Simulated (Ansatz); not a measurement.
# NaTbC: the cost of one run

Computed with Ansatz 0.2.0 (DFT PBE, scalar-relativistic, plane waves, PAW; 4f electrons in the core of a trivalent norm-conserving potential, unless a step's input says otherwise).

1 further run of the same task is left out (it didn't finish).

## Step 1: The starting structure

The structure is tetragonal, space group P4/mmm (No. 123). Conventional cell: a = 4.492 Å, b = 4.492 Å, c = 3.547 Å, α = 90.00°, β = 90.00°, γ = 90.00°. Around Na (site symmetry 4/mmm) lie 4 C at 3.18 Å and 2 Na at 3.55 Å and 8 Tb at 3.64 Å. Tb (site symmetry 4/mmm) is surrounded by 2 C at 1.77 Å. C (site symmetry 4/mmm) is surrounded by 2 Tb at 1.77 Å.

Coordinates:

```cif
data_structure
_symmetry_space_group_name_H-M 'P 1'
_symmetry_Int_Tables_number 1
_cell_length_a 4.4916
_cell_length_b 4.4916
_cell_length_c 3.5474
_cell_angle_alpha 90.000
_cell_angle_beta 90.000
_cell_angle_gamma 90.000
_cell_volume 71.56
loop_
_atom_site_label
_atom_site_type_symbol
_atom_site_fract_x
_atom_site_fract_y
_atom_site_fract_z
_atom_site_occupancy
Na1 Na 0.00000 0.00000 0.00000 1
Tb1 Tb 0.50000 0.50000 0.50000 1
C1 C 0.50000 0.50000 0.00000 1
```

A structure generator made this guess: random cell by space group and Wyckoff sites (P4/mmm, No. 123). The dimensions are guesses.

## Step 2: Probe: one point on a coarse mesh

The input, input.yaml:

```yaml
crystal:
  lattice:
    - [4.49155276, 0.0, 0.0]
    - [0.0, 4.49155276, 0.0]
    - [0.0, 0.0, 3.54735889]
  atoms:
    - { symbol: Na, position: [0.0, 0.0, 0.0] }
    - { symbol: Tb, position: [0.5, 0.5, 0.5] }
    - { symbol: C, position: [0.5, 0.5, 0.0] }
basis:
  ecutwfc: 690
kpoints:
  mp_grid: { grid: [4, 4, 6] }
hamiltonian:
  xc: pbe
  pseudopotentials:
    kind: paw
    azcp: { Tb: "pseudopotentials/pbe/nc/lanthanide_3plus/Tb.nc.azcp" }
scf:
  occupations: { method: gaussian, width: 0.1 }
  lower_state_search: "off"
output:
  forces: true
  stress: true
  eigenvalues: true
```

On the command line:

```sh
ansatz run input.yaml --threads 1 --pin off --max-ram 2560MiB --backend cpu --events-out ev --progress --plain --runs-dir out
```

What time and memory should one allow on 1 thread of Arm Neoverse V1, shared host?

About 4.2 s, with a peak of 0.34 GiB.
